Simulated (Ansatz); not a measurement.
**ClH₆N₃Si: one species, many methods**

The task here is to estimate one member of a computed series from the others.

Method: functionals in def2-TZVPP, the program's frozen cores in correlated methods; program: Ansatz 0.2.0, Gaussian basis.

Plan: LDA (SPW92), PBE-D4, revPBE-D4, BLYP-D4, r2SCAN-D4, B97M-V, PBE0-D4, B3LYP-D4, r2SCANh-D4, r2SCAN0-D4, HSE06-D4, BHLYP-D4, CAM-B3LYP-D4, LC-ωPBE, ωB97X-V, ωB97M-V, B2PLYP, PBE-QIDH; CCSD(T)/def2-SVP; CCSD(T)/def2-TZVPP; MP2/def2-QZVPP; extrapolation to the limit; RPA on PBE.

**The geometry**

All runs share one geometry, relaxed beforehand with PBE0-D4 in a triple-zeta def2 set.

SMILES `N[Si](N)(N)Cl`, 11 atoms, charge 0, spin multiplicity 1.

Atoms are counted from 1 here; the program's logs count them from 0.

Bond lengths: N1–Si2 1.701 Å, N1–H6 1.006 Å, N1–H7 1.006 Å, Si2–N3 1.701 Å, Si2–N4 1.700 Å, Si2–Cl5 2.089 Å, N3–H8 1.006 Å, N3–H9 1.006 Å, N4–H10 1.006 Å, N4–H11 1.006 Å. Angles: Si2–N1–H6 121.8°, Si2–N1–H7 118.5°, H6–N1–H7 112.2°, N1–Si2–N3 110.0°, N1–Si2–N4 109.9°, N1–Si2–Cl5 109.1°, N3–Si2–N4 110.3°, N3–Si2–Cl5 108.7°, N4–Si2–Cl5 108.8°, Si2–N3–H8 121.9°, Si2–N3–H9 118.6°, H8–N3–H9 112.3°, Si2–N4–H10 118.7°, Si2–N4–H11 122.0°, H10–N4–H11 112.4°.

The first run:

Contents of in.yaml:

```yaml
crystal:
  periodic: [false, false, false]
  atoms:
    - {symbol: N, position_ang: [-1.175079, 1.112536, -0.154429]}
    - {symbol: Si, position_ang: [0.212169, 0.150612, 0.051894]}
    - {symbol: N, position_ang: [-0.003586, -0.905776, 1.367136]}
    - {symbol: N, position_ang: [0.521631, -0.731045, -1.368438]}
    - {symbol: Cl, position_ang: [1.849267, 1.385896, 0.447340]}
    - {symbol: H, position_ang: [-1.128002, 2.031608, -0.560842]}
    - {symbol: H, position_ang: [-1.919791, 1.030689, 0.517016]}
    - {symbol: H, position_ang: [0.237293, -0.639718, 2.306842]}
    - {symbol: H, position_ang: [0.099575, -1.894356, 1.212028]}
    - {symbol: H, position_ang: [-0.080969, -0.595776, -2.162382]}
    - {symbol: H, position_ang: [1.452792, -1.001771, -1.635467]}
basis:
  gaussian: {orbitals: def2-TZVPP}
hamiltonian: {xc: lda}
output: {orbitals: {seedname: orbitals}}
```

Launch:

```console
ansatz run in.yaml --threads 4 --pin off --events-out ev --progress --plain --max-ram 10444MiB
```

Steps of the session up to this table: LDA; PBE-D4 (GGA); revPBE-D4 (GGA); BLYP-D4 (GGA); r2SCAN-D4 (meta-GGA); B97M-V (meta-GGA); PBE0-D4 (hybrid); B3LYP-D4 (hybrid); r2SCANh-D4 (hybrid); r2SCAN0-D4 (hybrid); HSE06-D4 (hybrid); BHLYP-D4 (hybrid); CAM-B3LYP-D4 (range-separated); LC-ωPBE (range-separated); ωB97X-V (range-separated); ωB97M-V (range-separated); B2PLYP (double hybrid); PBE-QIDH (double hybrid).

One of the session's tables, all rows but one given; the rest of the session is left out.

It belongs to the step «Frontier levels by functional». 

| functional | HOMO (eV) | LUMO (eV) | gap (eV) |
| --- | --- | --- | --- |
| LDA (SPW92) | -6.18 | -0.14 | 6.04 |
| PBE-D4 | -6.01 | -0.02 | 5.99 |
| revPBE-D4 | -5.94 | 0.06 | 6.00 |
| BLYP-D4 | -5.88 | -0.05 | 5.83 |
| r2SCAN-D4 | -6.32 | 0.71 | 7.02 |
| B97M-V | ? | ? | ? |
| PBE0-D4 | -7.45 | 0.81 | 8.26 |
| B3LYP-D4 | -7.20 | 0.45 | 7.65 |
| r2SCANh-D4 | -6.86 | 0.95 | 7.80 |
| r2SCAN0-D4 | -7.68 | 1.28 | 8.96 |
| HSE06-D4 | -7.05 | 0.44 | 7.49 |
| BHLYP-D4 | -8.82 | 1.40 | 10.21 |
| CAM-B3LYP-D4 | -8.90 | 1.55 | 10.45 |
| LC-ωPBE | -10.32 | 2.90 | 13.22 |
| ωB97X-V | -9.94 | 2.65 | 12.59 |
| ωB97M-V | -9.83 | 2.19 | 12.02 |

Estimate the missing values for B97M-V.

As computed: HOMO (eV): -6.40; LUMO (eV): 0.18; gap (eV): 6.58. In the column «HOMO (eV)» it lies between r2SCANh-D4 (-6.86) and r2SCAN-D4 (-6.32).
